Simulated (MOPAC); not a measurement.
# CH4FGaSe (SMILES [CH3][Ga]([F])[SeH]): PM6

Wanted: a structure relaxation of CH4FGaSe. 

Program for the calculation: MOPAC 23.2.5.

2 further runs of the same task are left out: 2 set aside as unsound or not needed.

## (1) The system as given

CH4FGaSe: 8 atoms, total charge 0, spin state singlet. SMILES: `[CH3][Ga]([F])[SeH]`. All atoms were displaced at random from a relaxed shape. The run starts from this shape.

Bond lengths: C1–Ga2 1.933 Å, Ga2–F3 1.745 Å, Ga2–Se4 2.342 Å, C1–H5 1.061 Å, C1–H6 1.096 Å, C1–H7 1.092 Å, Se4–H8 1.465 Å. Angles: C1–Ga2–F3 118.8°, C1–Ga2–Se4 128.7°, F3–Ga2–Se4 112.5°, Ga2–C1–H5 112.0°, Ga2–C1–H6 109.7°, Ga2–C1–H7 110.5°, Ga2–Se4–H8 89.4°, H5–C1–H6 109.5°, H5–C1–H7 108.1°, H6–C1–H7 107.0°.

## (2) A geometry optimisation at PM6

File input.mop:

```
PM6 BONDS CYCLES=300 EF GNORM=0.02 DISP GRADIENTS AUX(PRECISION=6) T=10M THREADS=1
job CH4FGaSe

C     -0.101322     1.349967    -0.519179
Ga     0.191428    -0.395281     0.258193
F      1.593481    -0.642653     1.266886
Se    -1.118897    -2.325474     0.057101
H     -0.905772     1.346459    -1.211096
H     -0.305823     2.077745     0.274887
H      0.794501     1.691379    -1.042895
H     -0.179844    -3.035326     0.929626
```

On the command line:

```bash
$ mopac input.mop
```

What values should one expect? Wanted: total energy at the end; dipole moment; HOMO energy; LUMO energy; HOMO–LUMO gap; heat of formation.

Answer, from the run:

At PM6:

| quantity | value |
| --- | --- |
| total energy at the end | -31.21350 Eh |
| dipole moment | 2.14 D |
| HOMO energy | -9.07 eV |
| LUMO energy | -1.36 eV |
| HOMO–LUMO gap | 7.71 eV |
| heat of formation | -48.4 kcal/mol |

**Reading.** At the final geometry: Bond lengths: C1–Ga2 1.934 Å, Ga2–F3 1.757 Å, Ga2–Se4 2.562 Å, C1–H5 1.102 Å, C1–H6 1.106 Å, C1–H7 1.105 Å, Se4–H8 1.473 Å. Angles: C1–Ga2–F3 117.0°, C1–Ga2–Se4 132.6°, F3–Ga2–Se4 110.4°, Ga2–C1–H5 112.3°, Ga2–C1–H6 110.7°, Ga2–C1–H7 111.0°, Ga2–Se4–H8 92.6°, H5–C1–H6 107.8°, H5–C1–H7 107.9°, H6–C1–H7 106.9°. The optimisation took 39 steps and changed the energy by -0.495 eV.
